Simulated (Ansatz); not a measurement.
**ScAl3 (Pm-3m): equation of state**

One table from this session's results is given with a row withheld; the runs are named, their logs left out.

Computed with Ansatz 0.2.0 (DFT PBE, scalar-relativistic, plane waves, PAW, unless a step's input says otherwise).

### The starting structure

The structure is cubic, space group Pm-3m (No. 221). Conventional cell: a = 4.105 Å, b = 4.105 Å, c = 4.105 Å, α = 90.00°, β = 90.00°, γ = 90.00°. Sc (site symmetry m-3m) is surrounded by 12 Al at 2.90 Å. Al (site symmetry 4/mmm) has 4 Sc at 2.90 Å and 8 Al at 2.90 Å as nearest neighbours.

As a file:

```
Sc Al
1.0
     4.10476    0.00000    0.00000
     0.00000    4.10476    0.00000
     0.00000    0.00000    4.10476
Sc Al
1 3
Direct
  0.00000 0.00000 0.00000
  0.50000 0.00000 0.50000
  0.00000 0.50000 0.50000
  0.50000 0.50000 0.00000
```

An earlier run at PBE left this cell at 17.290 Å³/atom and 0.00 GPa (10×10×10 mesh).

Volume factors to run: 0.980, 1.020, 0.960, 1.040.

Set-up of the first run:

File input.yaml:

```yaml
crystal:
  lattice:
    - [4.077212807, 0.0, 0.0]
    - [0.0, 4.077212807, 0.0]
    - [0.0, 0.0, 4.077212807]
  atoms:
    - { symbol: Sc, position: [0.0, 0.0, 0.0] }
    - { symbol: Al, position: [0.5, 0.0, 0.5] }
    - { symbol: Al, position: [0.0, 0.5, 0.5] }
    - { symbol: Al, position: [0.5, 0.5, 0.0] }
basis:
  ecutwfc: 420
  ecutrho_ratio: 4
kpoints:
  mp_grid: { grid: [10, 10, 10] }
hamiltonian:
  xc: pbe
scf:
  occupations: { method: gaussian, width: 0.05 }
output:
  forces: true
  stress: true
  eigenvalues: true
```

Command:

```console
$ ansatz run input.yaml --threads 2 --pin off --max-ram 5120MiB --backend cpu --events-out ev --progress --plain --runs-dir out
```

Among the steps run: Scaling the volume by 0.980; At 1.020 of the relaxed volume; At 0.960 of the relaxed volume; Volume × 1.040.

One of the session's tables, all rows but one given; the rest of the session is left out.

It belongs to the step «Energy and pressure against volume». 

```
volume (Å³/atom)  energy (meV/atom)  pressure (GPa)
          16.599               8.03            3.86
          16.945               1.93            1.83
          17.290               0.00            0.00
          17.636                  ?               ?
          17.982               7.08           -3.13
```

**Question.** Estimate the row for volume (Å³/atom) = 17.636.

Worked estimate for «energy (meV/atom)». A straight line through the neighbours (17.290, 0.00) and (17.982, 7.08) gives 0.00 + (7.08 − 0.00) × (17.636 − 17.290) / (17.982 − 17.290) = 3.54; a parabola fitted to 3 rows on both sides gives 1.71.

The run gave: energy (meV/atom): 1.84; pressure (GPa): -1.65. In «energy (meV/atom)» the line misses by +1.70 and the parabola by -0.13.
